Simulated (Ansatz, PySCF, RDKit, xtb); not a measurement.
**Solving SiF3, step by step**

Given the formula SiF3 (odd number of electrons) and nothing else, which arrangement of the atoms is the most stable in the gas at 298.15 K, and what are its properties?

The funnel: GFN2-xTB relaxations, single points with a density functional, relaxations at B3LYP-D3(BJ)/def2-SVP, harmonic vibrations, and a last energy at a higher level. All values are calculated.

1 further run of the same task is left out (for a known fault of the program).

### Step 1. Candidates

All bonding patterns within simple valence rules are listed by program: one Lewis structure each, at most two rings and one unusual centre or charged pair. O–O, O–halogen and N–halogen bonds and N–N–N chains are not drawn. That gives 1 candidate.

```
label     SMILES     spin
 c797  F[Si](F)F  doublet
```

Candidates are built by distance geometry, with a force field where one applies, in up to four conformers (letters a to d). 15 starts with atoms placed at random are added, to find patterns that the rules miss.

### Step 2. Search with GFN2-xTB

All 16 starts are relaxed the same way. One of them, c851 (atoms placed at random), in full:

Contents of start.xyz:

```xyz
4
c851
F      0.524080    -0.695940     1.110480
F     -0.369960     0.479940     0.784490
F     -0.163700     0.529960    -0.880540
Si    -1.013040    -1.202000    -0.599190
```

Started as:

```
$ xtb start.xyz --gfn 2 --opt --uhf 1
```

The program printed, shortened:

```text
* xtb version 6.7.1
[...]
          :  # basis functions                  22          :
[...]
          :  # electrons                        25          :
[...]
          :  Hamiltonian                  GFN2-xTB          :
[...]
          :  net charge                          0          :
          :  unpaired electrons                  1          :
[...]
   *** convergence criteria satisfied after 27 iterations ***
[...]
   *** GEOMETRY OPTIMIZATION CONVERGED AFTER 19 ITERATIONS ***
[...]
   *** convergence criteria satisfied after 3 iterations ***
[...]
         ::                     SUMMARY                     ::
         :::::::::::::::::::::::::::::::::::::::::::::::::::::
         :: total energy             -16.029109166076 Eh    ::
         :: gradient norm              0.000489638896 Eh/a0 ::
         :: HOMO-LUMO gap              4.983911551346 eV    ::
         ::.................................................::
         :: SCC energy               -16.069782094767 Eh    ::
         :: -> isotropic ES            0.037847188992 Eh    ::
         :: -> anisotropic ES         -0.000242958062 Eh    ::
         :: -> anisotropic XC         -0.003765286288 Eh    ::
         :: -> dispersion             -0.001456561255 Eh    ::
         :: repulsion energy           0.040672928692 Eh    ::
         :: add. restraining           0.000000000000 Eh    ::
         :: total charge              -0.000000000000 e     ::
         :::::::::::::::::::::::::::::::::::::::::::::::::::::
[...]
        13        1.0000           -0.3732595             -10.1569 (HOMO)
        14                         -0.1901041              -5.1730 (LUMO)
[...]
     #   Z          covCN         q      C6AA      α(0)
     1   9 F        0.705    -0.207    11.315     3.972
     2   9 F        0.705    -0.207    11.314     3.972
     3   9 F        0.705    -0.206    11.312     3.971
     4  14 Si       2.115     0.619   173.772    28.094
[...]
     #   Z sym  total        # sym  WBO       # sym  WBO       # sym  WBO
 ---------------------------------------------------------------------------
     1   9 F    1.265 --     4 Si   1.158
     2   9 F    1.265 --     4 Si   1.158
     3   9 F    1.265 --     4 Si   1.158
     4  14 Si   3.474 --     3 F    1.158     2 F    1.158     1 F    1.158
 ---------------------------------------------------------------------------
[...]
molecular dipole:
                 x           y           z       tot (Debye)
 q only:       -0.527      -0.519      -0.182
   full:       -0.480      -0.472      -0.168       1.763
molecular quadrupole (traceless):
[...]
          | TOTAL ENERGY              -16.029109166076 Eh   |
          | GRADIENT NORM               0.000489638896 Eh/α |
          | HOMO-LUMO GAP               4.983911551346 eV   |
           -------------------------------------------------
[...]
```

Run time: 0.066 s. Hardware: 1 thread of Intel Xeon Platinum 8375C at 2.90GHz (Ice Lake), shared host.

### Step 3. What the search left

16 of the 16 relaxations converged; 15 ended on a minimum already found. 1 distinct structure remains:

```
label             start  SMILES after     spin  energy (kcal/mol)
 c070  random and drawn     F[Si](F)F  doublet                0.0
```

GFN2-xTB has no spin polarisation, so it can't rank spin states and is rough for open shells.

### Step 4. Second filter: single points

A choice of the minima (the low ones first, few conformers of a pattern, up to a cap) and the lowest that fell apart get a single point at r2SCAN-D4/def2-SVP on the tight-binding geometry, and one at HF/STO-3G for comparison. The first, c070:

Contents of input.yaml:

```yaml
crystal:
  periodic: [false, false, false]
  atoms:
    - {symbol: F, position_ang: [-0.916384, 0.410249, 0.057253]}
    - {symbol: F, position_ang: [1.168974, 1.097155, -1.165763]}
    - {symbol: F, position_ang: [0.061503, -1.095283, -1.702924]}
    - {symbol: Si, position_ang: [0.467517, -0.157181, -0.484066]}
basis:
  gaussian: {orbitals: def2-SVP}
magnetization: {spin_polarized: true, initial_magnetization: 1}
hamiltonian: {xc: {name: r2SCAN}, dispersion: d4}
scf: {lower_state_search: off}
```

Started as:

```
$ ansatz run input.yaml --threads 1 --pin off --max-ram 2610MiB --events-out events.jsonl --progress --plain --runs-dir runs
```

The program printed, shortened:

```text
Warning: RAYON_NUM_THREADS=1 ignored (pool sized by the plan → 1); use --threads N
Functional definition: r2SCAN
  name "r2SCAN"
[...]
640 factors; their error is unknown
[...]
mean field -16018.33952280 eV, -588.6631198422 hartree, gradient 5.2e-7 eV, S^2 0.751691; 0 other end points of the search recorded, 0 dependent functions left out
reference -16018.33953135 eV, -588.6631201566 hartree; 21, 20 occupied and 39, 40 virtual orbitals, 640 factors
Total energy: -16018.35258763 eV, -588.6635999661 hartree
Checks for a lower state left out: stability, starts, cluster_reference, orbital_swaps, neighbouring_geometries, increment
```

It took 1.8 s on 1 thread of Intel Xeon Platinum 8375C at 2.90GHz (Ice Lake), shared host.

Relative energies in kcal/mol, each column from its lowest structure that stays in one piece:

```
label     SMILES     spin  GFN2-xTB  HF/STO-3G  r2SCAN-D4/def2-SVP
 c070  F[Si](F)F  doublet       0.0        0.0                 0.0
```

### Step 5. Relaxing the best candidates

1 candidate is relaxed at B3LYP-D3(BJ)/def2-SVP (chosen among the lowest in one piece). The first, c070:

input.yaml, as its differences from that of step 4:

```diff
@@ -10,3 +10,3 @@
 magnetization: {spin_polarized: true, initial_magnetization: 1}
-hamiltonian: {xc: {name: r2SCAN}, dispersion: d4}
-scf: {lower_state_search: off}
+hamiltonian: {xc: {name: B3LYP}, dispersion: d3bj}
+relax: {f_tol: 0.003}
```

Started as:

```
$ ansatz run input.yaml --threads 1 --pin off --max-ram 2610MiB --events-out events.jsonl --progress --plain --runs-dir runs
```

The program printed, shortened:

```text
Warning: RAYON_NUM_THREADS=1 ignored (pool sized by the plan → 1); use --threads N
[...]
Functional definition: B3LYP
  name "B3LYP"
[...]
587 factors; integrals over basis functions are off by at most 2.8e-4 eV
[...]
mean field -16022.69703140 eV, -588.8232553298 hartree, gradient 4.0e-5 eV, S^2 0.750979; 0 other end points of the search recorded, 0 dependent functions left out
[...]
reference -16022.69719933 eV, -588.8232615011 hartree; 21, 20 occupied and 39, 40 virtual orbitals, 587 factors
relax step   1: F+E_penalty+E_count = -16022.78395376 eV  Δ(F+E_penalty+E_count) = +0.000e0 eV  max|allowed force component| = 9.118e-1 eV/Å  Δτ_max = 0.0000 Å  (22 SCF iters, accepted)
[...]
relax step   4: F+E_penalty+E_count = -16022.86967259 eV  Δ(F+E_penalty+E_count) = -4.572e-4 eV  max|allowed force component| = 4.027e-2 eV/Å  Δτ_max = 0.0039 Å  (23 SCF iters, accepted)
[...]
relax step   5: F+E_penalty+E_count = -16022.86974211 eV  Δ(F+E_penalty+E_count) = -6.952e-5 eV  max|allowed force component| = 1.867e-3 eV/Å  Δτ_max = 0.0020 Å  (19 SCF iters, accepted)
587 factors; integrals over basis functions are off by at most 3.1e-4 eV
mean field -16022.78361468 eV, -588.8264372066 hartree, gradient 8.2e-5 eV, S^2 0.751035; 1 other end points of the search recorded, 0 dependent functions left out
[...]
reference -16022.78378297 eV, -588.8264433910 hartree; 21, 20 occupied and 39, 40 virtual orbitals, 587 factors
Total energy: -16022.86991040 eV, -588.8296085160 hartree
Atom 0 at    -0.944447     0.412139     0.105722 Å, force     0.000571    -0.000451     0.000552 eV/Å
Atom 1 at     1.217810     1.124314    -1.162459 Å, force     0.000433    -0.000499     0.000634 eV/Å
Atom 2 at     0.069552    -1.147863    -1.718855 Å, force     0.000501    -0.000308     0.000681 eV/Å
Atom 3 at     0.438695    -0.133651    -0.519907 Å, force    -0.001505     0.001258    -0.001867 eV/Å
Dipole moment:     0.161955    -0.131397     0.202340 e Å
```

It took 9.3 s on 1 thread of Intel Xeon Platinum 8375C at 2.90GHz (Ice Lake), shared host.

Energy change by step (eV): 0.0000, -0.0671, -0.0853, -0.0857, -0.0858.

After the run. Bond lengths: F1–Si4 1.613 Å, F2–Si4 1.613 Å, F3–Si4 1.613 Å. Angles: F1–Si4–F2 107.7°, F1–Si4–F3 107.7°, F2–Si4–F3 107.7°.

### Step 6. The relaxed candidates

```
label     spin  r2SCAN-D4/def2-SVP (kcal/mol)  B3LYP-D3(BJ)/def2-SVP, relaxed (kcal/mol)   time
 c070  doublet                            0.0                                        0.0  9.3 s
```

### Step 7. Are they minima? Harmonic frequencies

The lowest few in one piece go on as finalists. Harmonic vibrations at B3LYP-D3(BJ)/def2-SVP test each finalist and give the zero-point energy and the thermal terms. The first, c070:

Contents of input.yaml:

```yaml
crystal:
  periodic: [false, false, false]
  atoms:
    - symbol: F
      position_ang: [-0.944447, 0.412139, 0.105722]
    - symbol: F
      position_ang: [1.217810, 1.124314, -1.162459]
    - symbol: F
      position_ang: [0.069552, -1.147863, -1.718855]
    - symbol: Si
      position_ang: [0.438695, -0.133651, -0.519907]
basis:
  gaussian: {orbitals: def2-SVP}
magnetization: {spin_polarized: true, initial_magnetization: 1}
hamiltonian: {xc: {name: B3LYP}, dispersion: d3bj}
scf: {lower_state_search: "off"}
phonons: {}
```

Started as:

```
$ ansatz run input.yaml --threads 1 --pin off --max-ram 2610MiB --events-out events.jsonl --progress --plain --runs-dir runs
```

The program printed, shortened:

```text
Warning: RAYON_NUM_THREADS=1 ignored (pool sized by the plan → 1); use --threads N
Functional definition: B3LYP
  name "B3LYP"
[...]
581 factors; integrals over basis functions are off by at most 5.0e-4 eV
[...]
mean field -16022.78360931 eV, -588.8264370094 hartree, gradient 1.2e-6 eV, S^2 0.751035; 0 other end points of the search recorded, 0 dependent functions left out
[...]
reference -16022.78377760 eV, -588.8264431938 hartree; 21, 20 occupied and 39, 40 virtual orbitals, 581 factors
[...]
581 factors; integrals over basis functions are off by at most 5.0e-4 eV
mean field -16022.78352052 eV, -588.8264337465 hartree, gradient 1.1e-6 eV, S^2 0.751032; 0 other end points of the search recorded, 0 dependent functions left out
[...]
reference -16022.78368883 eV, -588.8264399318 hartree; 21, 20 occupied and 39, 40 virtual orbitals, 581 factors
[...]
581 factors; integrals over basis functions are off by at most 5.0e-4 eV
[...]
581 factors; integrals over basis functions are off by at most 5.0e-4 eV
mean field -16022.78347436 eV, -588.8264320501 hartree, gradient 6.8e-7 eV, S^2 0.751034; 0 other end points of the search recorded, 0 dependent functions left out
[...]
reference -16022.78364269 eV, -588.8264382358 hartree; 21, 20 occupied and 39, 40 virtual orbitals, 581 factors
Total energy: -16022.86990503 eV, -588.8296083186 hartree
Atom 0 at    -0.944447     0.412139     0.105722 Å, force     0.000618    -0.000458     0.000531 eV/Å
Atom 1 at     1.217810     1.124314    -1.162459 Å, force     0.000403    -0.000528     0.000657 eV/Å
Atom 2 at     0.069552    -1.147863    -1.718855 Å, force     0.000479    -0.000373     0.000606 eV/Å
Atom 3 at     0.438695    -0.133651    -0.519907 Å, force    -0.001500     0.001360    -0.001794 eV/Å
Dipole moment:     0.161953    -0.131397     0.202342 e Å
Vibrations: 274.44 274.45 388.30 815.22 953.87 953.92 cm⁻¹, zero-point energy 0.226904 eV
Checks for a lower state left out: stability, starts, cluster_reference, orbital_swaps, neighbouring_geometries, increment
```

Run time: 17 s. Hardware: 1 thread of Intel Xeon Platinum 8375C at 2.90GHz (Ice Lake), shared host.

### Step 8. Zero-point energy and free-energy terms

At 298.15 K and 1 atm, ideal gas, rigid rotor and harmonic oscillator:

```
label     SMILES     spin  point group  lowest mode (cm⁻¹)  zero-point (kcal/mol)  G − E (kcal/mol)
 c070  F[Si](F)F  doublet          C3v                 274                    5.2             -11.8
```

### Step 9. Energies at the top level

Single points at CCSD(T)/def2-SVP + MP2/def2-TZVPP - MP2/def2-SVP on the refined geometries decide the order.

c070, CCSD(T)/def2-SVP:

Contents of input.yaml:

```yaml
crystal:
  periodic: [false, false, false]
  atoms:
    - {symbol: F, position_ang: [-0.944447, 0.412139, 0.105722]}
    - {symbol: F, position_ang: [1.217810, 1.124314, -1.162459]}
    - {symbol: F, position_ang: [0.069552, -1.147863, -1.718855]}
    - {symbol: Si, position_ang: [0.438695, -0.133651, -0.519907]}
basis:
  gaussian:
    orbitals: def2-SVP
magnetization:
  spin_polarized: true
  initial_magnetization: 1
correlation:
  method: ccsd_t
  frozen_orbitals: {Si: 5, F: 1}
scf:
  omitted_lower_state_checks: [cluster_reference]
```

Started as:

```
$ ansatz run input.yaml --threads 1 --pin off --max-ram 2610MiB --events-out events.jsonl --progress --plain --runs-dir runs
```

The program printed, shortened:

```text
Warning: RAYON_NUM_THREADS=1 ignored (pool sized by the plan → 1); use --threads N
Functional definition: HF
  name "HF"
[...]
550 factors; integrals over basis functions are off by at most 5.1e-4 eV
[...]
mean field -15974.39375642 eV, -587.0481427155 hartree, gradient 2.3e-6 eV, S^2 0.752168; 0 other end points of the search recorded, 0 dependent functions left out
8 core orbitals not correlated: weight in the atoms' cores, before any rotation towards them, 1.000 or more for the frozen orbitals, at most 0.000 for the correlated occupied ones
reference -15974.39375642 eV, -587.0481427155 hartree; 13, 12 occupied and 39, 40 virtual orbitals, 550 factors
second order -17.13460646 eV of doubles, -0.00000000 eV of singles
cycle   1  -16.89527436 eV  change    2.4e-1 eV  update   9.4e-2
[...]
cycle   9  -17.31365562 eV  change   -2.0e-5 eV  update   2.1e-5
perturbative correction -0.26475101 eV, -0.0097294200 hartree
Total energy: -15991.97216304 eV, -587.6941372437 hartree
Checks for a lower state left out: cluster_reference
```

It took 2.6 s on 1 thread of Intel Xeon Platinum 8375C at 2.90GHz (Ice Lake), shared host.

### Step 10. c070 at MP2/def2-TZVPP

Contents of input.yaml:

```yaml
crystal:
  periodic: [false, false, false]
  atoms:
    - {symbol: F, position_ang: [-0.944447, 0.412139, 0.105722]}
    - {symbol: F, position_ang: [1.217810, 1.124314, -1.162459]}
    - {symbol: F, position_ang: [0.069552, -1.147863, -1.718855]}
    - {symbol: Si, position_ang: [0.438695, -0.133651, -0.519907]}
basis:
  gaussian: {orbitals: def2-TZVPP}
magnetization: {spin_polarized: true, initial_magnetization: 1}
correlation: {method: mp2, frozen_orbitals: {Si: 5, F: 1}}
```

Started as:

```
$ ansatz run input.yaml --threads 1 --pin off --max-ram 2610MiB --events-out events.jsonl --progress --plain --runs-dir runs
```

The program printed:

```text
Warning: RAYON_NUM_THREADS=1 ignored (pool sized by the plan → 1); use --threads N
Functional definition: HF
  name "HF"
  exchange = exact_x
  correlation = 0
872 factors; integrals over basis functions are off by at most 1.2e-3 eV
mean field evaluation 1: about -15984.9509 eV, gradient 3.0e1 eV
mean field evaluation 2: about -15984.9570 eV, gradient 3.0e1 eV
mean field evaluation 4: about -15988.2046 eV, gradient 2.3e0 eV
mean field evaluation 8: about -15988.2858 eV, gradient 1.3e-1 eV
mean field -15988.28605632 eV, -587.5586753203 hartree, gradient 5.4e-6 eV, S^2 0.752156; 0 other end points of the search recorded, 0 dependent functions left out
8 core orbitals not correlated: weight in the atoms' cores, before any rotation towards them, 1.000 or more for the frozen orbitals, at most 0.000 for the correlated occupied ones
reference -15988.28605632 eV, -587.5586753203 hartree; 13, 12 occupied and 114, 115 virtual orbitals, 872 factors
second order -22.88654789 eV of doubles, -0.00000000 eV of singles
Total energy: -16011.17260422 eV, -588.3997404423 hartree
```

It took 2.4 s on 1 thread of Intel Xeon Platinum 8375C at 2.90GHz (Ice Lake), shared host.

### Step 11. Free energies and the winner

Energies in kcal/mol from c070; G adds the thermal terms to the CCSD(T)/def2-SVP + MP2/def2-TZVPP - MP2/def2-SVP energy. The columns left of the relaxed level are at the tight-binding geometries.

```
label     SMILES     spin  GFN2-xTB  HF/STO-3G  r2SCAN-D4/def2-SVP  B3LYP-D3(BJ)/def2-SVP  HF/def2-SVP  MP2/def2-SVP  CCSD(T)/def2-SVP + MP2/def2-TZVPP - MP2/def2-SVP    G  share at equilibrium     T1
 c070  F[Si](F)F  doublet       0.0        0.0                 0.0                    0.0          0.0           0.0                                               0.0  0.0               100.0 %  0.014
```

Lowest found: c070, `F[Si](F)F`, a doublet of point group C3v. Bond lengths: F1–Si4 1.613 Å, F2–Si4 1.613 Å, F3–Si4 1.613 Å. Angles: F1–Si4–F2 107.7°, F1–Si4–F3 107.7°, F2–Si4–F3 107.7°.

```xyz
4

F    -0.9444    0.4121    0.1057
F     1.2178    1.1243   -1.1625
F     0.0696   -1.1479   -1.7189
Si    0.4387   -0.1337   -0.5199
```

### Step 12. Density, orbitals and dipole (PBE0/def2-TZVPD)

input.yaml, as its differences from that of step 10:

```diff
@@ -8,4 +8,5 @@
 basis:
-  gaussian: {orbitals: def2-TZVPP}
+  gaussian: {orbitals: def2-TZVPD}
 magnetization: {spin_polarized: true, initial_magnetization: 1}
-correlation: {method: mp2, frozen_orbitals: {Si: 5, F: 1}}
+hamiltonian: {xc: pbe0}
+output: {forces: true, orbitals: {seedname: orbitals}}
```

Started as:

```
$ ansatz run input.yaml --threads 1 --pin off --max-ram 2610MiB --events-out events.jsonl --progress --plain --runs-dir runs
```

The program printed, shortened:

```text
Warning: RAYON_NUM_THREADS=1 ignored (pool sized by the plan → 1); use --threads N
Functional definition: PBE0
  name "PBE0"
[...]
887 factors; their error is unknown
[...]
mean field -16024.99007365 eV, -588.9075230782 hartree, gradient 3.1e-5 eV, S^2 0.751221; 0 other end points of the search recorded, 0 dependent functions left out
[...]
reference -16024.99011670 eV, -588.9075246604 hartree; 21, 20 occupied and 142, 143 virtual orbitals, 887 factors
Total energy: -16024.99011670 eV, -588.9075246604 hartree
Atom 0 at    -0.944447     0.412139     0.105722 Å, force     0.944243    -0.372736    -0.426551 eV/Å
Atom 1 at     1.217810     1.124314    -1.162459 Å, force    -0.531379    -0.858758     0.438913 eV/Å
Atom 2 at     0.069552    -1.147863    -1.718855 Å, force     0.252212     0.691789     0.818515 eV/Å
Atom 3 at     0.438695    -0.133651    -0.519907 Å, force    -0.665077     0.539705    -0.830877 eV/Å
Dipole moment:     0.153662    -0.124669     0.191983 e Å
```

Wall time 5.4 s (1 thread of Intel Xeon Platinum 8375C at 2.90GHz (Ice Lake), shared host).

### Step 13. Frequencies after a tight-binding relaxation (GFN2-xTB)

Contents of start.xyz:

```xyz
4
c070
F     -0.944447     0.412139     0.105722
F      1.217810     1.124314    -1.162459
F      0.069552    -1.147863    -1.718855
Si     0.438695    -0.133651    -0.519907
```

Started as:

```
$ xtb start.xyz --gfn 2 --ohess tight --uhf 1
```

The program printed, shortened:

```text
* xtb version 6.7.1
[...]
          :  # basis functions                  22          :
[...]
          :  # electrons                        25          :
[...]
          :  Hamiltonian                  GFN2-xTB          :
[...]
          :  net charge                          0          :
          :  unpaired electrons                  1          :
[...]
   *** convergence criteria satisfied after 10 iterations ***
[...]
   *** GEOMETRY OPTIMIZATION CONVERGED AFTER 5 ITERATIONS ***
[...]
   *** convergence criteria satisfied after 3 iterations ***
[...]
         ::                     SUMMARY                     ::
         :::::::::::::::::::::::::::::::::::::::::::::::::::::
         :: total energy             -16.029109579139 Eh    ::
         :: gradient norm              0.000034992307 Eh/a0 ::
         :: HOMO-LUMO gap              4.988976233956 eV    ::
         ::.................................................::
         :: SCC energy               -16.069858134082 Eh    ::
         :: -> isotropic ES            0.037831262773 Eh    ::
         :: -> anisotropic ES         -0.000243783188 Eh    ::
         :: -> anisotropic XC         -0.003766460377 Eh    ::
         :: -> dispersion             -0.001456552540 Eh    ::
         :: repulsion energy           0.040748554943 Eh    ::
         :: add. restraining           0.000000000000 Eh    ::
         :: total charge               0.000000000000 e     ::
         :::::::::::::::::::::::::::::::::::::::::::::::::::::
[...]
        13        1.0000           -0.3731784             -10.1547 (HOMO)
        14                         -0.1898369              -5.1657 (LUMO)
[...]
     #   Z          covCN         q      C6AA      α(0)
     1   9 F        0.705    -0.206    11.313     3.972
     2   9 F        0.705    -0.206    11.313     3.972
     3   9 F        0.705    -0.206    11.313     3.972
     4  14 Si       2.115     0.619   173.776    28.095
Molecule has the following symmetry elements: (C3) 3*(sigma)
It seems to be the C3v point group
[...]
          | TOTAL ENERGY              -16.029109579139 Eh   |
          | TOTAL ENTHALPY            -16.016032311850 Eh   |
          | TOTAL FREE ENERGY         -16.048232232863 Eh   |
          | GRADIENT NORM               0.000034992060 Eh/α |
[...]
```

It took 0.079 s on 1 thread of Intel Xeon Platinum 8375C at 2.90GHz (Ice Lake), shared host.

(Part 1 of 2 ends here.)
